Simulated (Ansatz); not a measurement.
Input of an Ansatz 0.2.0 run:

File input.yaml:

```yaml
crystal:
  lattice:
    - [6.7640622058, 0.0, 0.0]
    - [-3.3820311029, 5.857849703, 0.0]
    - [0.0, 0.0, 6.024258]
  atoms:
    - { symbol: Sr, position: [0.3333333333, 0.6666666667, 0.75] }
    - { symbol: Sr, position: [0.6666666667, 0.3333333333, 0.25] }
    - { symbol: Br, position: [0.172697005, 0.34539401, 0.25] }
    - { symbol: Br, position: [0.172697005, 0.827302995, 0.25] }
    - { symbol: Br, position: [0.65460599, 0.827302995, 0.25] }
    - { symbol: Br, position: [0.827302995, 0.65460599, 0.75] }
    - { symbol: Br, position: [0.827302995, 0.172697005, 0.75] }
    - { symbol: Br, position: [0.34539401, 0.172697005, 0.75] }
hamiltonian:
  xc: pbe
  pseudopotentials: { kind: paw }
kpoints:
  mp_grid: { grid: [5, 5, 5] }
  band_path:
    path:
      - [[0.0, 0.0, 0.0], [0.5, 0.0, 0.0], [0.3333333333, 0.3333333333, 0.0], [0.0, 0.0, 0.0], [0.0, 0.0, 0.5], [0.5, 0.0, 0.5], [0.3333333333, 0.3333333333, 0.5], [0.0, 0.0, 0.5]]
      - [[0.5, 0.0, 0.5], [0.5, 0.0, 0.0]]
      - [[0.3333333333, 0.3333333333, 0.0], [0.3333333333, 0.3333333333, 0.5]]
    npoints: 10
scf:
  occupations: { method: gaussian, width: 0.01 }
  n_extra_bands: 20
output:
  forces: true
  stress: true
  eigenvalues: true
  fatbands: false
```

Potentials or basis: Ansatz PAW.

Command:

```bash
$ ansatz run input.yaml --threads 4 --pin off --max-ram 11264MiB --backend cpu --events-out ev --progress --plain --runs-dir out
```

Question: What does it give for the largest force?

Answer: 0.042 eV/Å.

Question: Predict the band gap on the k mesh.

Answer: None (metal or under the smearing width).

Stress tensor (GPa, compression positive):
```
-0.52  0.00  0.00
 0.00 -0.52  0.00
 0.00  0.00 -0.03
```
